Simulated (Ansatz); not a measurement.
A nudged elastic band was laid between two geometries of a periodic cell of 17 atoms, Si (host Si, host structure diamond, interstitial Si).

The calculation used DFT PBE-D3(BJ), scalar-relativistic, plane waves, PAW in Ansatz. Settings: PAW set soft_1, cutoff 420 eV, k mesh 2x2x2, gaussian smearing 0.05 eV, no spin polarisation.

| Item | Value |
| --- | --- |
| movable images | 3 |
| climbing image | yes |
| spring | 2.0 eV/Å² |
| optimiser | quadratic models (default) |
| start path | IDPP |
| force threshold | 0.03 eV/Å |
| iteration limit | 80 |
| end points | relaxed |

First end point:

```xyz
17
Lattice="0.0000 5.4300 5.4300 5.4300 0.0000 5.4300 5.4300 5.4300 0.0000" Properties=species:S:1:pos:R:3
Si -0.031 0.005 0.004
Si 1.336 1.387 1.384
Si 2.716 2.755 0.001
Si 4.078 4.073 1.363
Si 2.716 0.003 2.750
Si 4.078 1.364 4.071
Si 5.430 2.716 2.715
Si 6.783 4.071 4.068
Si 0.006 2.723 2.721
Si 1.341 4.057 4.056
Si 2.719 5.435 2.684
Si 4.099 6.817 4.051
Si 2.718 2.684 5.433
Si 4.099 4.052 6.814
Si 5.465 5.433 5.431
Si 6.786 6.794 6.793
Si 2.721 5.439 5.437
```

Last end point:

Only the atoms that move by more than 0.05 Å are listed.
```
Si17 4.071 4.073 4.070
```

**Question.** Which bonds break or form, and what moves?

**Answer.** Contacts lost: Si2–Si17. Contacts made: Si7–Si17. The atom that moves furthest is Si17, by 2.36 Å.

**Question.** Give the energies along the band, and the barrier.

**Answer.** It converged. The highest image is number 2 of 0 to 4, 0.30 eV above the ends, which have the same energy within 2 meV. By the program's own check the climbing image is of a kind that is not told: the force calls were inconclusive, a negative curvature could not be distinguished from the path's own, the only one lies far off the path, or fixed occupations may fill a level only in part (lowest curvatures found: -0.24 and 0.51 eV/Å²). Limits of this set-up: coarse k mesh.

```json
{"image": "0", "path coordinate (Å)": "0.00", "energy (eV)": "0.00", "Si2–Si17 (Å)": "2.39", "Si7–Si17 (Å)": "4.69"}
{"image": "1", "path coordinate (Å)": "0.74", "energy (eV)": "0.19", "Si2–Si17 (Å)": "2.53", "Si7–Si17 (Å)": "4.04"}
{"image": "2", "path coordinate (Å)": "1.49", "energy (eV)": "0.30", "Si2–Si17 (Å)": "3.16", "Si7–Si17 (Å)": "3.16"}
{"image": "3", "path coordinate (Å)": "2.24", "energy (eV)": "0.20", "Si2–Si17 (Å)": "4.03", "Si7–Si17 (Å)": "2.53"}
{"image": "4", "path coordinate (Å)": "2.99", "energy (eV)": "0.00", "Si2–Si17 (Å)": "4.70", "Si7–Si17 (Å)": "2.39"}
```

**Question.** What is the geometry of the highest image?

**Answer.** 
```xyz
17
Lattice="0.0000 5.4300 5.4300 5.4300 0.0000 5.4300 5.4300 5.4300 0.0000" Properties=species:S:1:pos:R:3
Si -0.020 -0.061 -0.064
Si 1.569 1.149 1.146
Si 2.779 2.738 -0.064
Si 4.009 4.139 1.337
Si 2.779 -0.061 2.735
Si 4.009 1.340 4.136
Si 5.220 2.928 2.925
Si 6.808 4.139 4.136
Si 0.200 2.519 2.516
Si 1.255 3.987 3.985
Si 2.628 5.520 2.612
Si 4.161 6.894 3.985
Si 2.628 2.615 5.518
Si 4.161 3.987 6.891
Si 5.534 5.520 5.518
Si 6.590 6.989 6.986
Si 3.394 4.755 4.752
```

The band took 34 iterations and of the order of 40 core-minutes.

The run took 36 min on 1 thread of Arm Neoverse V1, on a shared host, peak memory 0.77 GiB.
